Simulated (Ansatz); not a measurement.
**CH6GeSSi: up Jacob's ladder to CCSD(T)**

One table from this session's results is given with a row withheld; the runs are named, their logs left out.

Program: Ansatz 0.2.0, Gaussian basis. Level of theory: functionals in def2-TZVPP, the program's frozen cores in correlated methods. These are calculated values, not measurements.

Plan: PBE-D4, r2SCAN-D4, PBE0-D4, B3LYP-D4, ωB97X-V, ωB97M-V, B2PLYP; CCSD(T)/def2-TZVPP; MP2/def2-QZVPP; extrapolation to the limit.

## Structure used throughout

The geometry comes from an earlier relaxation with PBE0-D4 in a triple-zeta def2 set; it is a stationary point, not always the lowest conformer.

SMILES `[CH2]1[SiH2][S][GeH2]1`, 10 atoms, charge 0, spin multiplicity 1.

Atoms are counted from 1 here; the program's logs count them from 0.

Bond lengths: C1–Si2 1.883 Å, C1–Ge4 1.968 Å, C1–H5 1.090 Å, C1–H6 1.090 Å, Si2–S3 2.149 Å, Si2–H7 1.487 Å, Si2–H8 1.487 Å, S3–Ge4 2.248 Å, Ge4–H9 1.538 Å, Ge4–H10 1.538 Å. Angles: Si2–C1–Ge4 92.6°, Si2–C1–H5 114.4°, Si2–C1–H6 114.3°, Ge4–C1–H5 112.8°, Ge4–C1–H6 112.7°, H5–C1–H6 109.2°, C1–Si2–S3 97.2°, C1–Si2–H7 113.7°, C1–Si2–H8 113.6°, S3–Si2–H7 112.0°, S3–Si2–H8 112.0°, H7–Si2–H8 108.1°, Si2–S3–Ge4 78.6°, C1–Ge4–S3 91.6°, C1–Ge4–H9 115.3°, C1–Ge4–H10 115.4°, S3–Ge4–H9 111.5°, S3–Ge4–H10 111.5° and more.

Set-up of the first run:

File in.yaml:

```yaml
crystal:
  periodic: [false, false, false]
  atoms:
    - {symbol: C, position_ang: [-0.758354, 0.529394, 0.265481]}
    - {symbol: Si, position_ang: [-0.086188, 0.002297, -1.412188]}
    - {symbol: S, position_ang: [1.590702, -1.128943, -0.685910]}
    - {symbol: Ge, position_ang: [0.672974, -0.409775, 1.235846]}
    - {symbol: H, position_ang: [-0.749446, 1.606033, 0.436349]}
    - {symbol: H, position_ang: [-1.749513, 0.137713, 0.495090]}
    - {symbol: H, position_ang: [-1.028844, -0.838852, -2.196449]}
    - {symbol: H, position_ang: [0.338507, 1.141791, -2.268008]}
    - {symbol: H, position_ang: [1.640565, 0.494519, 2.018209]}
    - {symbol: H, position_ang: [0.212696, -1.585276, 2.114679]}
basis:
  gaussian: {orbitals: def2-TZVPP}
hamiltonian: {xc: pbe, dispersion: d4}
output: {forces: true, orbitals: {seedname: orbitals}}
```

Run with:

```bash
$ ansatz run in.yaml --threads 4 --pin off --events-out ev --progress --plain --max-ram 10444MiB
```

Steps of the session up to this table: PBE-D4 (GGA); r2SCAN-D4 (meta-GGA); PBE0-D4 (hybrid); B3LYP-D4 (hybrid); ωB97X-V (range-separated); ωB97M-V (range-separated); B2PLYP (double hybrid); CCSD(T) in def2-TZVPP; MP2 in def2-QZVPP.

One table of the session follows, with a row left open; its other results are not shown here.

```
            method  atomisation energy (kJ/mol)
            PBE-D4                       3265.4
         r2SCAN-D4                            ?
           PBE0-D4                       3249.4
          B3LYP-D4                       3229.7
           ωB97X-V                       3286.7
           ωB97M-V                       3260.1
            B2PLYP                       3199.1
     HF/def2-TZVPP                       2406.5
    MP2/def2-TZVPP                       3204.3
   CCSD/def2-TZVPP                       3140.1
CCSD(T)/def2-TZVPP                       3187.0
           MP2/CBS                       3285.0
       CCSD(T)/CBS                       3267.6
```

Estimate the missing values for r2SCAN-D4.

The run gave: atomisation energy (kJ/mol): 3270.0. In the column «atomisation energy (kJ/mol)» it lies between CCSD(T)/CBS (3267.6) and MP2/CBS (3285.0).

To keep in mind: Free atoms (1 C, 1 Si, 1 S, 1 Ge, 6 H) were run apart at each level; the atomisation energy is their sum less the molecule, without zero-point or spin-orbit terms.
